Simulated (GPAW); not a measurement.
# Ir in GPAW: the effect of functional

The system is Ir, a slab with vacuum.

```
Ir
1.0
     2.71487    0.00000    0.00000
    -1.35743    2.35114    0.00000
     0.00000    0.00000   23.86671
Ir
5
Direct
  0.66667 0.33333 0.31425
  0.33333 0.66667 0.40712
  0.00000 0.00000 0.50000
  0.66667 0.33333 0.59288
  0.33333 0.66667 0.68575
```

The slab is cut from a database's or a generator's crystal, which needn't be the stable form of the element.

The cell isn't the ideal one: the (1 1 1) slab of Ir, cut from the database cell, not relaxed.

Alike in all runs:

| Item | Value |
| --- | --- |
| Program | GPAW 26.7.0 |
| Task | single point |
| Cutoff | 450 eV |
| Basis | pw |
| k mesh | 11 × 11 × 1 |
| Occupations | fermi-dirac, width 0.05 eV |
| Spin | no spin polarisation |

| functional | potentials or basis | largest force (eV/Å) | work function (eV) |
| --- | --- | --- | --- |
| LDA | the program's PAW data sets (release 1.2.1) made for this functional | 0.82 | 5.86 |
| PBEsol | PAW data sets generated in the run's folder for this functional | 0.55 | 5.64 |
| RPBE | the program's PAW data sets (release 1.2.1) made for this functional | 0.28 | 5.35 |
| r2SCAN | GPAW PAW data sets (gpaw-data 1.2.1) | 0.34 | 5.53 |
| vdW-DF-cx | GPAW PAW data sets (gpaw-data 1.2.1) | 0.28 | 5.67 |
| BEEF-vdW | GPAW PAW data sets (gpaw-data 1.2.1) | 0.27 | 5.68 |
| revPBE | the program's PAW data sets (release 1.2.1) made for this functional | 0.28 | 5.37 |
| WC | PAW data sets generated in the run's folder for this functional | ? | ? |

Problem. What does the run with functional WC give?

Solution. Largest force 0.44 eV/Å; work function 5.63 eV.

Caveats: the PAW data sets were made with another functional, which shifts forces and pressure a little (some runs).

Runs at the PBE level aren't shown here.
